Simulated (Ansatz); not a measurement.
**BClH7NSi2: one species, many methods**

One table from this session's results is given with a row withheld; the runs are named, their logs left out.

Method: functionals in def2-TZVPP, the program's frozen cores in correlated methods; program: Ansatz 0.2.0, Gaussian basis.

Levels to be run: LDA (SPW92), PBE-D4, revPBE-D4, BLYP-D4, r2SCAN-D4, B97M-V, PBE0-D4, B3LYP-D4, r2SCANh-D4, r2SCAN0-D4, HSE06-D4, BHLYP-D4, CAM-B3LYP-D4, LC-ωPBE, ωB97X-V, ωB97M-V, B2PLYP, PBE-QIDH; CCSD(T)/def2-SVP; CCSD(T)/def2-TZVPP; MP2/def2-QZVPP; extrapolation to the limit; RPA on PBE.

### The geometry

All runs share one geometry, relaxed beforehand with PBE0-D4 in a triple-zeta def2 set.

12 atoms, charge 0, spin multiplicity 1.

Atoms are counted from 1 here; the program's logs count them from 0.

Bond lengths: B1–N2 1.412 Å, B1–H6 1.198 Å, B1–H7 1.201 Å, N2–Si3 1.762 Å, N2–Si4 1.734 Å, Si3–H8 1.485 Å, Si3–H9 1.482 Å, Si3–H10 1.482 Å, Si4–Cl5 2.055 Å, Si4–H11 1.479 Å, Si4–H12 1.476 Å. Angles: N2–B1–H6 120.3°, N2–B1–H7 119.0°, H6–B1–H7 120.6°, B1–N2–Si3 117.6°, B1–N2–Si4 121.1°, Si3–N2–Si4 121.2°, N2–Si3–H8 107.5°, N2–Si3–H9 110.3°, N2–Si3–H10 109.6°, H8–Si3–H9 109.7°, H8–Si3–H10 110.0°, H9–Si3–H10 109.8°, N2–Si4–Cl5 109.9°, N2–Si4–H11 110.1°, N2–Si4–H12 109.3°, Cl5–Si4–H11 106.4°, Cl5–Si4–H12 108.6°, H11–Si4–H12 112.5°.

The first run:

File in.yaml:

```yaml
crystal:
  periodic: [false, false, false]
  atoms:
    - {symbol: B, position_ang: [0.842441, 1.452626, -0.097470]}
    - {symbol: N, position_ang: [0.186135, 0.203056, -0.045693]}
    - {symbol: Si, position_ang: [0.127976, -0.626015, 1.507742]}
    - {symbol: Si, position_ang: [-0.583273, -0.463508, -1.449902]}
    - {symbol: Cl, position_ang: [-2.622661, -0.462628, -1.196015]}
    - {symbol: H, position_ang: [0.880611, 2.073836, -1.120587]}
    - {symbol: H, position_ang: [1.362609, 1.879218, 0.897264]}
    - {symbol: H, position_ang: [-0.504359, -1.950915, 1.284475]}
    - {symbol: H, position_ang: [-0.677486, 0.153651, 2.477037]}
    - {symbol: H, position_ang: [1.504584, -0.803764, 2.027422]}
    - {symbol: H, position_ang: [-0.184623, -1.877323, -1.625436]}
    - {symbol: H, position_ang: [-0.254955, 0.366467, -2.624937]}
basis:
  gaussian: {orbitals: def2-TZVPP}
hamiltonian: {xc: lda}
output: {orbitals: {seedname: orbitals}}
```

Started as:

```
ansatz run in.yaml --threads 4 --pin off --events-out ev --progress --plain --max-ram 10444MiB
```

Among the steps run: LDA; PBE-D4 (GGA); revPBE-D4 (GGA); BLYP-D4 (GGA); r2SCAN-D4 (meta-GGA); B97M-V (meta-GGA); PBE0-D4 (hybrid); B3LYP-D4 (hybrid); r2SCANh-D4 (hybrid); r2SCAN0-D4 (hybrid); HSE06-D4 (hybrid); BHLYP-D4 (hybrid); CAM-B3LYP-D4 (range-separated); LC-ωPBE (range-separated); ωB97X-V (range-separated); ωB97M-V (range-separated); B2PLYP (double hybrid); PBE-QIDH (double hybrid).

One of the session's tables, all rows but one given; the rest of the session is left out.

It belongs to the step «Orbital energies across the functionals». 

```
  functional  HOMO (eV)  gap (eV)
 LDA (SPW92)      -7.57      5.43
      PBE-D4      -7.53      5.67
   revPBE-D4      -7.49      5.74
     BLYP-D4      -7.39      5.69
   r2SCAN-D4          ?         ?
      B97M-V      -7.94      6.28
     PBE0-D4      -8.79      7.90
    B3LYP-D4      -8.56      7.46
  r2SCANh-D4      -8.28      7.11
  r2SCAN0-D4      -8.99      8.30
    HSE06-D4      -8.39      7.12
    BHLYP-D4      -9.94     10.05
CAM-B3LYP-D4     -10.13     10.31
     LC-ωPBE     -11.51     12.86
     ωB97X-V     -11.16     12.39
     ωB97M-V     -11.04     12.00
```

Q: Estimate the row for r2SCAN-D4 from the others.

Worked estimate for «HOMO (eV)». Against the share of exact exchange, r2SCANh-D4 (0.1, -8.28), r2SCAN0-D4 (0.25, -8.99) give a slope of -4.73 per unit share; at 0 the line stands at -7.81.

The run gave: HOMO (eV): -7.82; gap (eV): 6.31. In «HOMO (eV)» the line misses by +0.01.
